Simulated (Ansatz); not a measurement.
**C2H4OSi (SMILES OC#C[SiH3]) at CCSD(T)/cc-pVDZ**

What is the energy change on altering one bond length of C2H4OSi at CCSD(T)/cc-pVDZ? 

The results are computed with Ansatz 0.2.0.

73 further runs of the same task are left out: 73 set aside as unsound or not needed. Runs told in other sessions of the task aren't counted.

### Step 1. Starting point

The species is C2H4OSi (8 atoms), meant as a singlet with charge 0. As SMILES, `OC#C[SiH3]`. Geometry: relaxed at PBE0-D4/def2-TZVP.

Bond lengths: O1–C2 1.296 Å, C2–C3 1.208 Å, C3–Si4 1.808 Å, O1–H5 0.965 Å, Si4–H6 1.485 Å, Si4–H7 1.485 Å, Si4–H8 1.485 Å. Angles: O1–C2–C3 176.6°, C2–C3–Si4 179.5°, C2–O1–H5 110.6°, C3–Si4–H6 110.5°, C3–Si4–H7 109.4°, C3–Si4–H8 110.4°, H6–Si4–H7 108.9°, H6–Si4–H8 108.8°, H7–Si4–H8 108.9°.

### Step 2. A single-point energy at CCSD(T)/cc-pVDZ

Contents of molecule.yaml:

```yaml
crystal:
  periodic: [false, false, false]
  atoms:
    - {symbol: O, position_ang: [2.579200, 0.927900, 0.488100]}
    - {symbol: C, position_ang: [1.380900, 0.489600, 0.263100]}
    - {symbol: C, position_ang: [0.263000, 0.053700, 0.119800]}
    - {symbol: Si, position_ang: [-1.409600, -0.594800, -0.108400]}
    - {symbol: H, position_ang: [2.920800, 1.394400, -0.284700]}
    - {symbol: H, position_ang: [-2.349500, 0.046300, 0.846200]}
    - {symbol: H, position_ang: [-1.863400, -0.311200, -1.494000]}
    - {symbol: H, position_ang: [-1.429300, -2.063000, 0.114200]}
basis:
  gaussian:
    orbitals: cc-pVDZ
magnetization:
  spin_polarized: false
correlation:
  method: ccsd_t
  frozen_orbitals: {C: 1, H: 0, O: 1, Si: 5}
accuracy: high
scf:
  omitted_lower_state_checks: [cluster_reference, increment]
```

Started as:

```console
$ ansatz run molecule.yaml --threads 1 --pin off --max-ram 2610MiB --events-out events.jsonl --progress --plain --runs-dir runs
```

Output (excerpt; [...] marks lines left out):

```text
Warning: RAYON_NUM_THREADS=1 ignored (pool sized by the plan → 1); use --threads N
Functional definition: HF
  name "HF"
[...]
1782 factors; integrals over basis functions are off by at most 3.8e-9 eV
[...]
mean field -12021.80475330 eV, -441.7931760119 hartree, gradient 1.2e-8 eV, S^2 0.000000; 0 other end points of the search recorded, 0 dependent functions left out
8 core orbitals not correlated: weight in the atoms' cores, before any rotation towards them, 1.000 or more for the frozen orbitals, at most 0.000 for the correlated occupied ones
reference -12021.80475330 eV, -441.7931760119 hartree; 11, 11 occupied and 61, 61 virtual orbitals, 1782 factors
second order -14.53970640 eV of doubles, -0.00000000 eV of singles
cycle   1  -14.88912404 eV  change   -3.5e-1 eV  update   9.9e-2
[...]
cycle  22  -15.46640272 eV  change   9.8e-10 eV  update  5.2e-10
perturbative correction -0.53267073 eV, -0.0195752881 hartree
Total energy: -12037.80382675 eV, -442.3811311166 hartree
Checks for a lower state left out: cluster_reference, increment
```

Run time: 12 s. Hardware: 1 thread of Arm Neoverse V1, shared host; peak memory 0.41 GiB.

### Step 3. The distorted shape at the same level

Contents of in.yaml:

```yaml
basis:
  gaussian:
    orbitals: cc-pVDZ
crystal:
  periodic: [false, false, false]
  atoms:
    - {symbol: O, position_ang: [2.758970, 0.993654, 0.521855]}
    - {symbol: C, position_ang: [1.380900, 0.489600, 0.263100]}
    - {symbol: C, position_ang: [0.263000, 0.053700, 0.119800]}
    - {symbol: Si, position_ang: [-1.409600, -0.594800, -0.108400]}
    - {symbol: H, position_ang: [3.100570, 1.460154, -0.250945]}
    - {symbol: H, position_ang: [-2.349500, 0.046300, 0.846200]}
    - {symbol: H, position_ang: [-1.863400, -0.311200, -1.494000]}
    - {symbol: H, position_ang: [-1.429300, -2.063000, 0.114200]}
scf:
  omitted_lower_state_checks: [cluster_reference, increment]
correlation:
  method: ccsd_t
  frozen_orbitals: {C: 1, H: 0, O: 1, Si: 5}
accuracy: high
```

Started as:

```console
$ ansatz run in.yaml --threads 1 --pin off --max-ram 2610MiB --events-out events.jsonl --progress --plain --runs-dir runs
```

Output (excerpt; [...] marks lines left out):

```text
Warning: RAYON_NUM_THREADS=1 ignored (pool sized by the plan → 1); use --threads N
Functional definition: HF
  name "HF"
[...]
1777 factors; integrals over basis functions are off by at most 3.7e-9 eV
[...]
mean field -12021.04357106 eV, -441.7652030804 hartree, gradient 2.0e-8 eV, S^2 0.000000; 0 other end points of the search recorded, 0 dependent functions left out
8 core orbitals not correlated: weight in the atoms' cores, before any rotation towards them, 1.000 or more for the frozen orbitals, at most 0.000 for the correlated occupied ones
reference -12021.04357106 eV, -441.7652030804 hartree; 11, 11 occupied and 61, 61 virtual orbitals, 1777 factors
second order -14.74309892 eV of doubles, -0.00000000 eV of singles
cycle   1  -15.07254520 eV  change   -3.3e-1 eV  update   1.0e-1
[...]
cycle  22  -15.69989576 eV  change  -1.5e-10 eV  update   1.3e-9
perturbative correction -0.56148362 eV, -0.0206341425 hartree
Total energy: -12037.30495044 eV, -442.3627977504 hartree
Checks for a lower state left out: cluster_reference, increment
```

Wall time 12 s (1 thread of Arm Neoverse V1, shared host); peak memory 0.41 GiB.

### Step 4. Results

Level: CCSD(T)/cc-pVDZ, 8 core orbitals frozen.

```
                                                         quantity          value
                                        first shape: total energy  -442.38113 Eh
         first shape: correlation energy (8 core orbitals frozen)     -588.0 mEh
                                      first shape: (T) correction     -19.58 mEh
                                       first shape: T1 diagnostic          0.013
                                    distorted shape: total energy  -442.36280 Eh
     distorted shape: correlation energy (8 core orbitals frozen)     -597.6 mEh
                                  distorted shape: (T) correction     -20.63 mEh
                                   distorted shape: T1 diagnostic          0.013
energy change with the O1–C2 bond stretched from 1.296 to 1.490 Å       0.499 eV
```

With the O1–C2 bond stretched from 1.296 to 1.490 Å the energy rises by 0.50 eV (11.5 kcal/mol). The first shape isn't relaxed at this level, so the change isn't measured from a minimum. The triples (first shape) make up 3.3 % of the correlation energy. The triples (distorted shape) make up 3.5 % of the correlation energy.
